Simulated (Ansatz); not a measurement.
# CHAlClNO: a ladder of functionals and wavefunction methods

An exercise on one series of results from a longer session: the logs are not shown, and one member is left open.

Computed with Ansatz 0.2.0, Gaussian basis. Level: functionals in def2-TZVPP, the program's frozen cores in correlated methods.

Plan: LDA (SPW92), PBE-D4, revPBE-D4, BLYP-D4, r2SCAN-D4, B97M-V, PBE0-D4, B3LYP-D4, r2SCANh-D4, r2SCAN0-D4, HSE06-D4, BHLYP-D4, CAM-B3LYP-D4, LC-ωPBE, ωB97X-V, ωB97M-V, B2PLYP, PBE-QIDH; CCSD(T)/def2-SVP; CCSD(T)/def2-TZVPP; MP2/def2-QZVPP; extrapolation to the limit; RPA on PBE.

### The geometry

The geometry comes from an earlier relaxation with PBE0-D4 in a triple-zeta def2 set; it is a stationary point.

6 atoms, charge 0, spin multiplicity 1.

Atoms are counted from 1 here; the program's logs count them from 0.

Bond lengths: N1–C2 1.237 Å, N1–H6 1.023 Å, C2–O3 1.416 Å, C2–Al4 1.866 Å, O3–Al4 1.725 Å, Al4–Cl5 2.061 Å. Angles: C2–N1–H6 112.9°, N1–C2–O3 130.7°, N1–C2–Al4 167.7°, O3–C2–Al4 61.7°, C2–O3–Al4 72.1°, C2–Al4–O3 46.2°, C2–Al4–Cl5 173.8°, O3–Al4–Cl5 139.9°.

The first run:

in.yaml reads:

```yaml
crystal:
  periodic: [false, false, false]
  atoms:
    - {symbol: N, position_ang: [0.772053, -0.040123, 1.674227]}
    - {symbol: C, position_ang: [0.272422, 0.041355, 0.545221]}
    - {symbol: O, position_ang: [-0.326230, -0.947637, -0.272667]}
    - {symbol: Al, position_ang: [-0.379733, 0.550484, -1.126915]}
    - {symbol: Cl, position_ang: [-1.031333, 1.318732, -2.925511]}
    - {symbol: H, position_ang: [0.735020, -0.986911, 2.059345]}
basis:
  gaussian: {orbitals: def2-TZVPP}
hamiltonian: {xc: lda}
output: {orbitals: {seedname: orbitals}}
```

The run is started by

```
$ ansatz run in.yaml --threads 2 --pin off --events-out ev --progress --plain --max-ram 4352MiB
```

Among the steps run: LDA; PBE-D4 (GGA); revPBE-D4 (GGA); BLYP-D4 (GGA); r2SCAN-D4 (meta-GGA); B97M-V (meta-GGA); B3LYP-D4 (hybrid); r2SCANh-D4 (hybrid); r2SCAN0-D4 (hybrid); HSE06-D4 (hybrid); BHLYP-D4 (hybrid); CAM-B3LYP-D4 (range-separated); LC-ωPBE (range-separated); ωB97X-V (range-separated); ωB97M-V (range-separated); B2PLYP (double hybrid); PBE-QIDH (double hybrid).

One of the session's tables, all rows but one given; the rest of the session is left out.

It belongs to the step «Orbital energies across the functionals». 

| functional | HOMO (eV) | LUMO (eV) | gap (eV) |
| --- | --- | --- | --- |
| LDA (SPW92) | -6.22 | -2.90 | 3.32 |
| PBE-D4 | ? | ? | ? |
| revPBE-D4 | -5.96 | -2.54 | 3.42 |
| BLYP-D4 | -5.93 | -2.59 | 3.34 |
| r2SCAN-D4 | -6.23 | -2.34 | 3.89 |
| B97M-V | -6.30 | -2.43 | 3.87 |
| PBE0-D4 | -7.24 | -1.87 | 5.37 |
| B3LYP-D4 | -7.05 | -2.14 | 4.92 |
| r2SCANh-D4 | -6.69 | -2.08 | 4.61 |
| r2SCAN0-D4 | -7.38 | -1.68 | 5.70 |
| HSE06-D4 | -6.84 | -2.24 | 4.60 |
| BHLYP-D4 | -8.40 | -1.10 | 7.31 |
| CAM-B3LYP-D4 | -8.57 | -0.93 | 7.64 |
| LC-ωPBE | -9.80 | 0.28 | 10.09 |
| ωB97X-V | -9.50 | 0.14 | 9.64 |
| ωB97M-V | -9.40 | -0.11 | 9.29 |

Estimate the missing values for PBE-D4.

The run gave: HOMO (eV): -6.04; LUMO (eV): -2.66; gap (eV): 3.38. In the column «HOMO (eV)» it lies between LDA (SPW92) (-6.22) and revPBE-D4 (-5.96).
